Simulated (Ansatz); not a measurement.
# ClF2HOZr: the cost of one run

Program: Ansatz 0.2.0. Level of theory: RHF/def2-SVP. These are calculated values, not measurements.

**1. Starting point**

Bond lengths: Zr1–Cl2 2.520 Å, Zr1–F3 1.980 Å, Zr1–F4 1.979 Å, Zr1–O5 2.069 Å, O5–H6 1.010 Å. Angles: Cl2–Zr1–F3 109.4°, Cl2–Zr1–F4 109.5°, Cl2–Zr1–O5 109.5°, F3–Zr1–F4 109.5°, F3–Zr1–O5 109.5°, F4–Zr1–O5 109.5°, Zr1–O5–H6 109.5°.

Structure file:

```xyz
6

Zr    0.0000    0.0000    0.0000
Cl    0.0000    0.0000    2.5200
F     1.8671    0.0000   -0.6593
F    -0.9326    1.6157   -0.6593
O    -0.9750   -1.6891   -0.6893
H    -1.4296   -2.1548    0.0831
```

**2. Preparing the start**

File input.yaml:

```yaml
crystal:
  periodic: [false, false, false]
  atoms:
    - { symbol: Zr, position_ang: [0.0, 0.0, 0.0] }
    - { symbol: Cl, position_ang: [0.0, 0.0, 2.52] }
    - { symbol: F, position_ang: [1.8671, 0.0, -0.6593] }
    - { symbol: F, position_ang: [-0.9326, 1.6157, -0.6593] }
    - { symbol: O, position_ang: [-0.975, -1.6891, -0.6893] }
    - { symbol: H, position_ang: [-1.4296, -2.1548, 0.0831] }
basis:
  gaussian: { orbitals: def2-SVP }
hamiltonian:
  xc: hf
relax:
  f_tol: 0.02
  max_steps: 40
```

Command:

```
ansatz run input.yaml --threads 1 --pin off --max-ram 2048MiB --backend cpu --events-out ev --progress --plain --runs-dir out
```

**Question.** How long does this run take on 1 thread of AMD EPYC 9R45 (Zen 5), shared host, and how much memory does it need?

About 12 s, with a peak of 0.2 GiB.
